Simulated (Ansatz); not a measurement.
**168-atom supercell of beta-Si3N4**

Wanted: energy, pressure and frontier levels of the defect-free cell (PBEsol, HSE06 and r²SCAN).

All numbers are computed with Ansatz 0.2.0 (PAW, plane waves).

## (1) The system as built

168 atoms (72 Si, 96 N); a = 15.249 Å, b = 15.249 Å, c = 8.731 Å, α = 90.00°, β = 90.00°, γ = 120.00°.

Steps to follow: (2) PBEsol single point at the Γ point alone, on 7 threads of Arm Neoverse-V2; (3) HSE06 single point at the Γ point alone, on 7 threads of Arm Neoverse-V2; (4) r²SCAN single point at the Γ point alone, on 7 threads of Arm Neoverse-V2.

## (2) PBEsol on the given atoms

The input, in.yaml:

```yaml
crystal:
  lattice:
    - [15.249429, 0.000000, 0.000000]
    - [-7.624715, 13.206393, 0.000000]
    - [0.000000, 0.000000, 8.731299]
  atoms:
    - { symbol: Si, position: [0.086974, 0.383784, 0.083333] }
    - { symbol: Si, position: [0.086974, 0.383784, 0.416667] }
    - { symbol: Si, position: [0.086974, 0.383784, 0.750000] }
    - { symbol: Si, position: [0.086974, 0.883784, 0.083333] }
    - { symbol: Si, position: [0.086974, 0.883784, 0.416667] }
    - { symbol: Si, position: [0.086974, 0.883784, 0.750000] }
    - { symbol: Si, position: [0.586974, 0.383784, 0.083333] }
    - { symbol: Si, position: [0.586974, 0.383784, 0.416667] }
    - { symbol: Si, position: [0.586974, 0.383784, 0.750000] }
    - { symbol: Si, position: [0.586974, 0.883784, 0.083333] }
    - { symbol: Si, position: [0.586974, 0.883784, 0.416667] }
    - { symbol: Si, position: [0.586974, 0.883784, 0.750000] }
    - { symbol: Si, position: [0.116216, 0.203190, 0.083333] }
    - { symbol: Si, position: [0.116216, 0.203190, 0.416667] }
    - { symbol: Si, position: [0.116216, 0.203190, 0.750000] }
    - { symbol: Si, position: [0.116216, 0.703190, 0.083333] }
    - { symbol: Si, position: [0.116216, 0.703190, 0.416667] }
    - { symbol: Si, position: [0.116216, 0.703190, 0.750000] }
    - { symbol: Si, position: [0.616216, 0.203190, 0.083333] }
    - { symbol: Si, position: [0.616216, 0.203190, 0.416667] }
    - { symbol: Si, position: [0.616216, 0.203190, 0.750000] }
    - { symbol: Si, position: [0.616216, 0.703190, 0.083333] }
    - { symbol: Si, position: [0.616216, 0.703190, 0.416667] }
    - { symbol: Si, position: [0.616216, 0.703190, 0.750000] }
    - { symbol: Si, position: [0.296810, 0.413026, 0.083333] }
    - { symbol: Si, position: [0.296810, 0.413026, 0.416667] }
    - { symbol: Si, position: [0.296810, 0.413026, 0.750000] }
    - { symbol: Si, position: [0.296810, 0.913026, 0.083333] }
    - { symbol: Si, position: [0.296810, 0.913026, 0.416667] }
    - { symbol: Si, position: [0.296810, 0.913026, 0.750000] }
    - { symbol: Si, position: [0.796810, 0.413026, 0.083333] }
    - { symbol: Si, position: [0.796810, 0.413026, 0.416667] }
    - { symbol: Si, position: [0.796810, 0.413026, 0.750000] }
    - { symbol: Si, position: [0.796810, 0.913026, 0.083333] }
    - { symbol: Si, position: [0.796810, 0.913026, 0.416667] }
    - { symbol: Si, position: [0.796810, 0.913026, 0.750000] }
    - { symbol: Si, position: [0.413026, 0.116216, 0.250000] }
    - { symbol: Si, position: [0.413026, 0.116216, 0.583333] }
    - { symbol: Si, position: [0.413026, 0.116216, 0.916667] }
    - { symbol: Si, position: [0.413026, 0.616216, 0.250000] }
    - { symbol: Si, position: [0.413026, 0.616216, 0.583333] }
    - { symbol: Si, position: [0.413026, 0.616216, 0.916667] }
    - { symbol: Si, position: [0.913026, 0.116216, 0.250000] }
    - { symbol: Si, position: [0.913026, 0.116216, 0.583333] }
    - { symbol: Si, position: [0.913026, 0.116216, 0.916667] }
    - { symbol: Si, position: [0.913026, 0.616216, 0.250000] }
    - { symbol: Si, position: [0.913026, 0.616216, 0.583333] }
    - { symbol: Si, position: [0.913026, 0.616216, 0.916667] }
    - { symbol: Si, position: [0.383784, 0.296810, 0.250000] }
    - { symbol: Si, position: [0.383784, 0.296810, 0.583333] }
    - { symbol: Si, position: [0.383784, 0.296810, 0.916667] }
    - { symbol: Si, position: [0.383784, 0.796810, 0.250000] }
    - { symbol: Si, position: [0.383784, 0.796810, 0.583333] }
    - { symbol: Si, position: [0.383784, 0.796810, 0.916667] }
    - { symbol: Si, position: [0.883784, 0.296810, 0.250000] }
    - { symbol: Si, position: [0.883784, 0.296810, 0.583333] }
    - { symbol: Si, position: [0.883784, 0.296810, 0.916667] }
    - { symbol: Si, position: [0.883784, 0.796810, 0.250000] }
    - { symbol: Si, position: [0.883784, 0.796810, 0.583333] }
    - { symbol: Si, position: [0.883784, 0.796810, 0.916667] }
    - { symbol: Si, position: [0.203190, 0.086974, 0.250000] }
    - { symbol: Si, position: [0.203190, 0.086974, 0.583333] }
    - { symbol: Si, position: [0.203190, 0.086974, 0.916667] }
    - { symbol: Si, position: [0.203190, 0.586974, 0.250000] }
    - { symbol: Si, position: [0.203190, 0.586974, 0.583333] }
    - { symbol: Si, position: [0.203190, 0.586974, 0.916667] }
    - { symbol: Si, position: [0.703190, 0.086974, 0.250000] }
    - { symbol: Si, position: [0.703190, 0.086974, 0.583333] }
    - { symbol: Si, position: [0.703190, 0.086974, 0.916667] }
    - { symbol: Si, position: [0.703190, 0.586974, 0.250000] }
    - { symbol: Si, position: [0.703190, 0.586974, 0.583333] }
    - { symbol: Si, position: [0.703190, 0.586974, 0.916667] }
    - { symbol: N, position: [0.166667, 0.333333, 0.083333] }
    - { symbol: N, position: [0.166667, 0.333333, 0.416667] }
    - { symbol: N, position: [0.166667, 0.333333, 0.750000] }
    - { symbol: N, position: [0.166667, 0.833333, 0.083333] }
    - { symbol: N, position: [0.166667, 0.833333, 0.416667] }
    - { symbol: N, position: [0.166667, 0.833333, 0.750000] }
    - { symbol: N, position: [0.666667, 0.333333, 0.083333] }
    - { symbol: N, position: [0.666667, 0.333333, 0.416667] }
    - { symbol: N, position: [0.666667, 0.333333, 0.750000] }
    - { symbol: N, position: [0.666667, 0.833333, 0.083333] }
    - { symbol: N, position: [0.666667, 0.833333, 0.416667] }
    - { symbol: N, position: [0.666667, 0.833333, 0.750000] }
    - { symbol: N, position: [0.333333, 0.166667, 0.250000] }
    - { symbol: N, position: [0.333333, 0.166667, 0.583333] }
    - { symbol: N, position: [0.333333, 0.166667, 0.916667] }
    - { symbol: N, position: [0.333333, 0.666667, 0.250000] }
    - { symbol: N, position: [0.333333, 0.666667, 0.583333] }
    - { symbol: N, position: [0.333333, 0.666667, 0.916667] }
    - { symbol: N, position: [0.833333, 0.166667, 0.250000] }
    - { symbol: N, position: [0.833333, 0.166667, 0.583333] }
    - { symbol: N, position: [0.833333, 0.166667, 0.916667] }
    - { symbol: N, position: [0.833333, 0.666667, 0.250000] }
    - { symbol: N, position: [0.833333, 0.666667, 0.583333] }
    - { symbol: N, position: [0.833333, 0.666667, 0.916667] }
    - { symbol: N, position: [0.165000, 0.014809, 0.083333] }
    - { symbol: N, position: [0.165000, 0.014809, 0.416667] }
    - { symbol: N, position: [0.165000, 0.014809, 0.750000] }
    - { symbol: N, position: [0.165000, 0.514809, 0.083333] }
    - { symbol: N, position: [0.165000, 0.514809, 0.416667] }
    - { symbol: N, position: [0.165000, 0.514809, 0.750000] }
    - { symbol: N, position: [0.665000, 0.014809, 0.083333] }
    - { symbol: N, position: [0.665000, 0.014809, 0.416667] }
    - { symbol: N, position: [0.665000, 0.014809, 0.750000] }
    - { symbol: N, position: [0.665000, 0.514809, 0.083333] }
    - { symbol: N, position: [0.665000, 0.514809, 0.416667] }
    - { symbol: N, position: [0.665000, 0.514809, 0.750000] }
    - { symbol: N, position: [0.485191, 0.150191, 0.083333] }
    - { symbol: N, position: [0.485191, 0.150191, 0.416667] }
    - { symbol: N, position: [0.485191, 0.150191, 0.750000] }
    - { symbol: N, position: [0.485191, 0.650191, 0.083333] }
    - { symbol: N, position: [0.485191, 0.650191, 0.416667] }
    - { symbol: N, position: [0.485191, 0.650191, 0.750000] }
    - { symbol: N, position: [0.985191, 0.150191, 0.083333] }
    - { symbol: N, position: [0.985191, 0.150191, 0.416667] }
    - { symbol: N, position: [0.985191, 0.150191, 0.750000] }
    - { symbol: N, position: [0.985191, 0.650191, 0.083333] }
    - { symbol: N, position: [0.985191, 0.650191, 0.416667] }
    - { symbol: N, position: [0.985191, 0.650191, 0.750000] }
    - { symbol: N, position: [0.349809, 0.335000, 0.083333] }
    - { symbol: N, position: [0.349809, 0.335000, 0.416667] }
    - { symbol: N, position: [0.349809, 0.335000, 0.750000] }
    - { symbol: N, position: [0.349809, 0.835000, 0.083333] }
    - { symbol: N, position: [0.349809, 0.835000, 0.416667] }
    - { symbol: N, position: [0.349809, 0.835000, 0.750000] }
    - { symbol: N, position: [0.849809, 0.335000, 0.083333] }
    - { symbol: N, position: [0.849809, 0.335000, 0.416667] }
    - { symbol: N, position: [0.849809, 0.335000, 0.750000] }
    - { symbol: N, position: [0.849809, 0.835000, 0.083333] }
    - { symbol: N, position: [0.849809, 0.835000, 0.416667] }
    - { symbol: N, position: [0.849809, 0.835000, 0.750000] }
    - { symbol: N, position: [0.335000, 0.485191, 0.250000] }
    - { symbol: N, position: [0.335000, 0.485191, 0.583333] }
    - { symbol: N, position: [0.335000, 0.485191, 0.916667] }
    - { symbol: N, position: [0.335000, 0.985191, 0.250000] }
    - { symbol: N, position: [0.335000, 0.985191, 0.583333] }
    - { symbol: N, position: [0.335000, 0.985191, 0.916667] }
    - { symbol: N, position: [0.835000, 0.485191, 0.250000] }
    - { symbol: N, position: [0.835000, 0.485191, 0.583333] }
    - { symbol: N, position: [0.835000, 0.485191, 0.916667] }
    - { symbol: N, position: [0.835000, 0.985191, 0.250000] }
    - { symbol: N, position: [0.835000, 0.985191, 0.583333] }
    - { symbol: N, position: [0.835000, 0.985191, 0.916667] }
    - { symbol: N, position: [0.014809, 0.349809, 0.250000] }
    - { symbol: N, position: [0.014809, 0.349809, 0.583333] }
    - { symbol: N, position: [0.014809, 0.349809, 0.916667] }
    - { symbol: N, position: [0.014809, 0.849809, 0.250000] }
    - { symbol: N, position: [0.014809, 0.849809, 0.583333] }
    - { symbol: N, position: [0.014809, 0.849809, 0.916667] }
    - { symbol: N, position: [0.514809, 0.349809, 0.250000] }
    - { symbol: N, position: [0.514809, 0.349809, 0.583333] }
    - { symbol: N, position: [0.514809, 0.349809, 0.916667] }
    - { symbol: N, position: [0.514809, 0.849809, 0.250000] }
    - { symbol: N, position: [0.514809, 0.849809, 0.583333] }
    - { symbol: N, position: [0.514809, 0.849809, 0.916667] }
    - { symbol: N, position: [0.150191, 0.165000, 0.250000] }
    - { symbol: N, position: [0.150191, 0.165000, 0.583333] }
    - { symbol: N, position: [0.150191, 0.165000, 0.916667] }
    - { symbol: N, position: [0.150191, 0.665000, 0.250000] }
    - { symbol: N, position: [0.150191, 0.665000, 0.583333] }
    - { symbol: N, position: [0.150191, 0.665000, 0.916667] }
    - { symbol: N, position: [0.650191, 0.165000, 0.250000] }
    - { symbol: N, position: [0.650191, 0.165000, 0.583333] }
    - { symbol: N, position: [0.650191, 0.165000, 0.916667] }
    - { symbol: N, position: [0.650191, 0.665000, 0.250000] }
    - { symbol: N, position: [0.650191, 0.665000, 0.583333] }
    - { symbol: N, position: [0.650191, 0.665000, 0.916667] }
kpoints:
  mp_grid: { grid: [1, 1, 1] }
hamiltonian:
  xc: pbesol
scf:
  occupations: { method: fermi_dirac, width: 0.01 }
output:
  forces: true
  eigenvalues: true
  stress: true
  populations: true
  eigenstates: { kpoints: [[0, 0, 0]], e_range: [-6.0, 6.0], localisation: true }
```

## (3) HSE06 single point

in.yaml, as its differences from that of step 2:

```diff
@@ -177,3 +177,3 @@
 hamiltonian:
-  xc: pbesol
+  xc: hse06
 scf:
@@ -183,3 +183,2 @@
   eigenvalues: true
-  stress: true
   populations: true
```

## (4) r²SCAN single point

in.yaml, as its differences from that of step 3:

```diff
@@ -177,3 +177,3 @@
 hamiltonian:
-  xc: hse06
+  xc: r2scan
 scf:
```

**Question.** What will these runs give? Wanted: for each run, top filled to lowest empty; energy; pressure.

The runs gave:

```
 level                    time  top filled to lowest empty (eV)  energy (eV/atom)  pressure (GPa)
PBEsol    51 s (7 CPU threads)                             4.37         -483.8196            0.09
 HSE06  28 min (7 CPU threads)                             6.02         -493.2007               -
r²SCAN    77 s (7 CPU threads)                             5.19         -495.0386               -
```

At the same k points, PBEsol gives a spacing 1.65 eV smaller and r²SCAN gives a spacing 0.83 eV smaller than the 6.02 eV of HSE06. Exact exchange costs time: HSE06 ran about 32 times as long as PBEsol on the same kind of device. With one k point the spacing samples only the states that fold onto it, so it can exceed the gap over the zone.
